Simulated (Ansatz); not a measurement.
# C2H7FSSi: up Jacob's ladder to CCSD(T)

The task here is to estimate one member of a computed series from the others.

Computed with Ansatz 0.2.0, Gaussian basis. Level: functionals in def2-TZVPP, the program's frozen cores in correlated methods.

The runs, in order: LDA (SPW92), PBE-D4, revPBE-D4, BLYP-D4, r2SCAN-D4, B97M-V, PBE0-D4, B3LYP-D4, r2SCANh-D4, r2SCAN0-D4, HSE06-D4, BHLYP-D4, CAM-B3LYP-D4, LC-ωPBE, ωB97X-V, ωB97M-V, B2PLYP, PBE-QIDH; CCSD(T)/def2-SVP; CCSD(T)/def2-TZVPP; MP2/def2-QZVPP; extrapolation to the limit; RPA on PBE.

### Structure used throughout

An earlier PBE0-D4 in a triple-zeta def2 set relaxation fixed the geometry.

12 atoms, charge 0, spin multiplicity 1.

Atoms are counted from 1 here; the program's logs count them from 0.

Bond lengths: C1–C2 1.517 Å, C1–H6 1.092 Å, C1–H7 1.093 Å, C1–H8 1.094 Å, C2–S3 1.824 Å, C2–Si4 1.868 Å, C2–H9 1.095 Å, S3–H10 1.344 Å, Si4–F5 1.607 Å, Si4–H11 1.485 Å, Si4–H12 1.480 Å. Angles: C2–C1–H6 111.2°, C2–C1–H7 111.1°, C2–C1–H8 110.4°, H6–C1–H7 107.8°, H6–C1–H8 108.6°, H7–C1–H8 107.7°, C1–C2–S3 114.0°, C1–C2–Si4 116.8°, C1–C2–H9 110.4°, S3–C2–Si4 102.8°, S3–C2–H9 103.1°, Si4–C2–H9 108.6°, C2–S3–H10 96.7°, C2–Si4–F5 110.7°, C2–Si4–H11 108.8°, C2–Si4–H12 110.6°, F5–Si4–H11 107.2°, F5–Si4–H12 107.7° and more.

As a file:

```mol
C2H7FSSi
  3D, bonds by distance, orders not assigned

 12 11  0  0  0  0  0  0  0  0999 V2000
   -1.4008    0.4697   -0.0478 C   0  0
   -0.1867   -0.3122   -0.5127 C   0  0
   -0.1605   -2.0466    0.0504 S   0  0
    1.4828    0.3248    0.0318 Si  0  0
    1.6359    1.8861   -0.3157 F   0  0
   -2.3272   -0.0202   -0.3565 H   0  0
   -1.4176    0.5595    1.0415 H   0  0
   -1.3850    1.4809   -0.4638 H   0  0
   -0.1863   -0.4051   -1.6039 H   0  0
   -0.1339   -1.7838    1.3685 H   0  0
    1.5879    0.1921    1.5067 H   0  0
    2.5684   -0.4001   -0.6647 H   0  0
  1  2  8  0
  2  3  8  0
  2  4  8  0
  4  5  8  0
  1  6  8  0
  1  7  8  0
  1  8  8  0
  2  9  8  0
  3 10  8  0
  4 11  8  0
  4 12  8  0
M  END
```

The first run:

Input file in.yaml:

```yaml
crystal:
  periodic: [false, false, false]
  atoms:
    - {symbol: C, position_ang: [-1.400840, 0.469688, -0.047827]}
    - {symbol: C, position_ang: [-0.186737, -0.312246, -0.512727]}
    - {symbol: S, position_ang: [-0.160487, -2.046590, 0.050394]}
    - {symbol: Si, position_ang: [1.482779, 0.324766, 0.031806]}
    - {symbol: F, position_ang: [1.635915, 1.886085, -0.315682]}
    - {symbol: H, position_ang: [-2.327160, -0.020186, -0.356479]}
    - {symbol: H, position_ang: [-1.417578, 0.559506, 1.041530]}
    - {symbol: H, position_ang: [-1.384971, 1.480915, -0.463850]}
    - {symbol: H, position_ang: [-0.186343, -0.405145, -1.603878]}
    - {symbol: H, position_ang: [-0.133926, -1.783831, 1.368461]}
    - {symbol: H, position_ang: [1.587919, 0.192115, 1.506728]}
    - {symbol: H, position_ang: [2.568430, -0.400079, -0.664674]}
basis:
  gaussian: {orbitals: def2-TZVPP}
hamiltonian: {xc: lda}
output: {orbitals: {seedname: orbitals}}
```

The run is started by

```
> ansatz run in.yaml --threads 4 --pin off --events-out ev --progress --plain --max-ram 10444MiB
```

Among the steps run: LDA; PBE-D4 (GGA); revPBE-D4 (GGA); BLYP-D4 (GGA); r2SCAN-D4 (meta-GGA); B97M-V (meta-GGA); PBE0-D4 (hybrid); B3LYP-D4 (hybrid); r2SCANh-D4 (hybrid); r2SCAN0-D4 (hybrid); HSE06-D4 (hybrid); BHLYP-D4 (hybrid); CAM-B3LYP-D4 (range-separated); LC-ωPBE (range-separated); ωB97X-V (range-separated); ωB97M-V (range-separated); B2PLYP (double hybrid); PBE-QIDH (double hybrid).

One of the session's tables, all rows but one given; the rest of the session is left out.

It belongs to the step «Frontier levels by functional». 

```
  functional  HOMO (eV)  gap (eV)
 LDA (SPW92)      -6.06      5.01
      PBE-D4      -5.92      5.09
   revPBE-D4      -5.86      5.13
     BLYP-D4      -5.76      5.04
   r2SCAN-D4      -6.15      5.65
      B97M-V      -6.27      5.62
     PBE0-D4      -7.12      7.22
    B3LYP-D4          ?         ?
  r2SCANh-D4      -6.60      6.43
  r2SCAN0-D4      -7.28      7.59
    HSE06-D4      -6.72      6.44
    BHLYP-D4      -8.20      9.19
CAM-B3LYP-D4      -8.45      9.56
     LC-ωPBE      -9.83     12.17
     ωB97X-V      -9.47     11.64
     ωB97M-V      -9.33     11.20
```

Q: Estimate the row for B3LYP-D4 from the others.

Worked estimate for «HOMO (eV)». Against the share of exact exchange, BLYP-D4 (0, -5.76), BHLYP-D4 (0.5, -8.20) give a slope of -4.88 per unit share; at 0.2 the line stands at -6.74.

As computed: HOMO (eV): -6.89; gap (eV): 6.74. In «HOMO (eV)» the line misses by +0.15.
